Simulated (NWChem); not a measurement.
# B3LYP/6-31G(d) (Cartesian functions) run of CHBrCl2 (bromodichloromethane), part 2 of 2

NWChem 7.3.0. The steps go on from the part before.

## 3. The triplet: a single-point energy at UB3LYP/6-31G(d) (Cartesian functions)

File nw.nw:

```
start nw
title "CHBrCl2"
memory 2200 mb

geometry units angstroms noautosym nocenter noautoz
  Cl    -0.545310     0.154210     1.648620
  C      0.079970     0.086060     0.011540
  Cl     1.215390    -1.235370    -0.189200
  Br    -1.353490    -0.018800    -1.282480
  H      0.603440     1.013890    -0.188490
end

basis
  * library 6-31G*
end

dft
  xc b3lyp
  mult 3
  grid fine
  convergence energy 1e-08
  iterations 100
  mulliken
end

task dft energy
```

Started as:

```
$ nwchem nw.nw > nw.out
```

The log of the run:

```text
Northwest Computational Chemistry Package (NWChem) 7.3.0
             --------------------------------------------------------

           Job information
           ---------------

    nwchem branch   = 7.3.0
    use scalapack   = T
    input           = nw.nw
    prefix          = nw.
    data base       = ./nw.db
    status          = startup
    nproc           =        1

           Memory information
           ------------------

    heap     =     72089594 doubles =      550.0 Mbytes
    stack    =     72089599 doubles =      550.0 Mbytes
    global   =    144179200 doubles =     1100.0 Mbytes (distinct from heap & stack)
    total    =    288358393 doubles =     2200.0 Mbytes
    verify   = yes
    hardfail = no

           Directory information
           ---------------------

  0 permanent = .
  0 scratch   = .

                                NWChem Input Module
                                -------------------

                                      CHBrCl2
                                      -------

 Scaling coordinates for geometry "geometry" by  1.889725989
 (inverse scale =  0.529177249)

                             Geometry "geometry" -> ""
                             -------------------------

 Output coordinates in angstroms (scale by  1.889725989 to convert to a.u.)

  No.       Tag          Charge          X              Y              Z
 ---- ---------------- ---------- -------------- -------------- --------------
    1 Cl                  17.0000    -0.54531000     0.15421000     1.64862000
    2 C                    6.0000     0.07997000     0.08606000     0.01154000
    3 Cl                  17.0000     1.21539000    -1.23537000    -0.18920000
    4 Br                  35.0000    -1.35349000    -0.01880000    -1.28248000
    5 H                    1.0000     0.60344000     1.01389000    -0.18849000

      Atomic Mass
      -----------

      Cl                34.968850
      C                 12.000000
      Br                79.916500
      H                  1.007825

 Effective nuclear repulsion energy (a.u.)     396.6840317046

            Nuclear Dipole moment (a.u.)
            ----------------------------
        X                 Y               Z
 ---------------- ---------------- ----------------
   -65.9467693783   -33.0843210533   -38.1647359900

            XYZ format geometry
            -------------------
     5
 geometry
 Cl                   -0.54531000     0.15421000     1.64862000
 C                     0.07997000     0.08606000     0.01154000
 Cl                    1.21539000    -1.23537000    -0.18920000
 Br                   -1.35349000    -0.01880000    -1.28248000
 H                     0.60344000     1.01389000    -0.18849000

 ==============================================================================
                                internuclear distances
 ------------------------------------------------------------------------------
       center one      |      center two      | atomic units |  angstroms
 ------------------------------------------------------------------------------
    2 C                |   1 Cl               |     3.31411  |     1.75375
    3 Cl               |   2 C                |     3.31411  |     1.75375
    4 Br               |   2 C                |     3.65470  |     1.93398
    5 H                |   2 C                |     2.04833  |     1.08393
 ------------------------------------------------------------------------------
                         number of included internuclear distances:          4
 ==============================================================================

 ==============================================================================
                                 internuclear angles
 ------------------------------------------------------------------------------
        center 1       |       center 2       |       center 3       |  degrees
 ------------------------------------------------------------------------------
    1 Cl               |   2 C                |   3 Cl               |   111.53
    1 Cl               |   2 C                |   4 Br               |   111.25
    1 Cl               |   2 C                |   5 H                |   108.13
    3 Cl               |   2 C                |   4 Br               |   111.25
    3 Cl               |   2 C                |   5 H                |   108.13
    4 Br               |   2 C                |   5 H                |   106.31
 ------------------------------------------------------------------------------
                            number of included internuclear angles:          6
 ==============================================================================

 Summary of "ao basis" -> "" (cartesian)
 ------------------------------------------------------------------------------
       Tag                 Description            Shells   Functions and Types
 ---------------- ------------------------------  ------  ---------------------
 *                           6-31G*                   on all atoms

                                 NWChem DFT Module
                                 -----------------

                                      CHBrCl2

                      Basis "ao basis" -> "ao basis" (cartesian)
                      -----
  [basis functions not shown]

[... 20 lines left out ...]
  convergence criterion.
[... 1 line left out ...]
  convergence criterion.
[... 15 lines left out ...]
          Convergence on energy requested:  1.00D-08
          Convergence on density requested:  1.00D-05
          Convergence on gradient requested:  5.00D-04
[... 23 lines left out ...]
          Spatial weights used:  Erf1
[... 1 line left out ...]
          Convergence Information
[... 1 line left out ...]
          Convergence aids based upon iterative change in
          total energy or number of iterations.
[... 67 lines left out ...]
   convergence    iter        energy       DeltaE   RMS-Dens  Diis-err    time
[... 13 lines left out ...]
         Total DFT energy =    -3532.770261145150
      One electron energy =    -5693.476259387934
           Coulomb energy =     1917.652999303235
    Exchange-Corr. energy =     -153.631032765001
 Nuclear repulsion energy =      396.684031704550
[... 5 lines left out ...]
                    DFT Final Alpha Molecular Orbital Analysis
[... 641 lines left out ...]
                     DFT Final Beta Molecular Orbital Analysis
[... 636 lines left out ...]
    74     11.515836  4 Br dyy               76     11.516886  4 Br dzz
    63      8.680275  4 Br s                 77      4.679075  4 Br dxx
    80      4.683760  4 Br dyy               82      4.680145  4 Br dzz
    55      4.159575  4 Br s                 83      2.622801  4 Br dxx

     ---------------------------------------------
      Total Density - Mulliken Population Analysis
     ---------------------------------------------

    Atom       Charge   Shell Charges
 -----------   ------   -------------------------------------------------------
    1 Cl  17    17.00   2.00  1.99  5.97  1.47  3.59  0.53  1.47 -0.01
    2 C    6     6.44   1.99  0.75  1.90  0.74  1.01  0.05
    3 Cl  17    17.00   2.00  1.99  5.97  1.47  3.59  0.53  1.47 -0.01
    4 Br  35    34.80   2.00  1.99  6.00  1.93  5.98  1.69  3.58  0.32  1.18  7.02  2.95  0.17
    5 H    1     0.76   0.52  0.24

     --------------------------------------------
      Spin Density - Mulliken Population Analysis
     --------------------------------------------

    Atom       Charge   Shell Charges
 -----------   ------   -------------------------------------------------------
    1 Cl  17     0.13   0.00  0.00  0.00  0.00  0.08 -0.00  0.04  0.01
    2 C    6     0.43   0.00  0.11  0.23  0.04  0.05 -0.01
    3 Cl  17     0.13   0.00  0.00  0.00  0.00  0.08 -0.00  0.04  0.01
    4 Br  35     1.31  -0.00  0.00  0.00  0.00  0.00  0.02  0.86 -0.02  0.39 -0.00 -0.00  0.05
    5 H    1     0.01   0.01  0.00

     -------------------------------------------
      Total Density - Lowdin Population Analysis
     -------------------------------------------

    Atom       Charge   Shell Charges
 -----------   ------   -------------------------------------------------------
    1 Cl  17    16.98   2.00  1.98  5.91  0.66  3.33  0.46  1.85  0.79
    2 C    6     6.49   1.98  0.45  1.78  0.37  1.31  0.61
    3 Cl  17    16.98   2.00  1.98  5.91  0.66  3.33  0.46  1.85  0.79
    4 Br  35    34.73   2.00  1.91  5.99  0.78  5.89  0.59  3.26  0.33  1.53  7.77  3.60  1.08
    5 H    1     0.82   0.50  0.32

     ------------------------------------------
      Spin Density - Lowdin Population Analysis
     ------------------------------------------

    Atom       Charge   Shell Charges
 -----------   ------   -------------------------------------------------------
    1 Cl  17     0.12   0.00  0.00  0.00  0.00  0.07 -0.00  0.03  0.01
    2 C    6     0.50   0.00  0.10  0.24  0.02  0.03  0.10
    3 Cl  17     0.12   0.00  0.00  0.00  0.00  0.07 -0.00  0.03  0.01
    4 Br  35     1.26   0.00  0.00  0.00  0.00  0.04  0.01  0.74 -0.00  0.38 -0.00  0.01  0.09
    5 H    1     0.01   0.01  0.00

   alpha - beta orbital overlaps
   -----------------------------

   alpha      1      2      3      4      5      6      7      8      9     10
    beta      1      2      3      4      5      6      7      8      9     10
 overlap   1.000  1.000  1.000  1.000  0.998  0.998  1.000  1.000  1.000  1.000

   alpha     11     12     13     14     15     16     17     18     19     20
    beta     11     12     13     14     15     16     17     18     19     20
 overlap   1.000  0.992  0.992  0.918  0.916  0.885  0.882  0.999  0.999  1.000

   alpha     21     22     23     24     25     26     27     28     29     30
    beta     21     22     23     24     25     26     28     27     29     30
 overlap   0.960  0.961  0.999  0.999  0.999  0.987  0.986  1.000  0.994  0.917

   alpha     31     32     33     34     35     36     37     38     39     40
    beta     32     31     38     33     34     35     36     37     39     40
 overlap   0.923  0.999  0.860  0.986  0.859  0.947  0.972  0.951  0.967  0.971

   alpha     41     42     43     44     45     46     47     48     49     50
    beta     41     42     43     44     45     46     47     48     50     49
 overlap   1.000  0.996  0.999  0.989  1.000  0.996  0.988  0.994  0.974  0.996

   alpha     51     52     53     54     55     56     57     58     59     60
    beta     51     52     53     54     55     56     57     58     59     60
 overlap   0.965  0.960  0.977  0.951  0.969  0.952  0.985  0.994  0.990  0.992

   alpha     61     62     63     64     65     66     67     68     69     70
    beta     61     62     64     63     65     66     67     68     69     70
 overlap   0.999  0.978  0.983  0.998  0.999  0.996  0.999  0.994  1.000  0.987

   alpha     71     72     73     74     75     76     77     78     79     80
    beta     71     72     73     74     75     76     77     78     79     80
 overlap   0.987  1.000  0.999  1.000  1.000  1.000  1.000  1.000  1.000  1.000

   alpha     81     82     83     84     85     86     87     88     89     90
    beta     81     82     83     84     85     86     87     88     89     90
 overlap   1.000  1.000  1.000  0.999  1.000  1.000  1.000  1.000  1.000  1.000

     --------------------------
     Expectation value of S2:
     --------------------------
      <S2> =      2.0036 (Exact =     2.0000)

 center of mass
 --------------
 x =  -0.96499973 y =  -0.43227621 z =  -0.59766580

 moments of inertia (a.u.)
 ------------------
         922.459684209439         256.175579469115        -260.101325230190
         256.175579469115        1349.557658607618         -25.094329819395
        -260.101325230190         -25.094329819395         761.563751600701

     Multipole analysis of the density
     ---------------------------------

     L   x y z        total         alpha         beta         nuclear
     -   - - -        -----         -----         ----         -------
     0   0 0 0     -0.000000    -39.000000    -37.000000     76.000000

     1   1 0 0     -0.065330     34.672179     31.209260    -65.946769
[... 8 lines of this table left out ...]
     2   0 0 2    -37.644135   -212.017085   -198.504758    372.877708

 Task  times  cpu:       34.8s     wall:       34.8s
 Total times  cpu:       34.8s     wall:       34.8s
```

Run time: 35 s. Hardware: 1 thread of Intel Xeon 6975P-C (Granite Rapids), shared host; peak memory 0.11 GiB.

## 4. Results

This closing draws on all 2 parts.

Level: B3LYP/6-31G* (Cartesian functions).

| quantity | value |
| --- | --- |
| singlet: total energy | -3532.96302 Eh |
| singlet: dipole moment | 1.18 D |
| singlet: HOMO energy | -8.14 eV |
| singlet: LUMO energy | -1.54 eV |
| singlet: HOMO–LUMO gap | 6.60 eV |
| singlet: largest force on an atom | 0.779 eV/Å |
| triplet: total energy | -3532.77026 Eh |
| triplet: dipole moment | 1.75 D |
| triplet: HOMO energy (highest over α and β) | -3.47 eV |
| triplet: ⟨S²⟩ | 2.004 |
| vertical energy of the triplet above the singlet | 5.245 eV |

At this shape the triplet lies 5.25 eV (506 kJ/mol) above the singlet. The largest force (singlet) is 0.78 eV/Å: the shape isn't a stationary point for this species at this level. Mulliken charges (singlet) run from -0.38 on C2 to +0.27 on H5; they depend strongly on the basis. Mulliken charges (triplet) run from -0.44 on C2 to +0.24 on H5; they depend strongly on the basis.
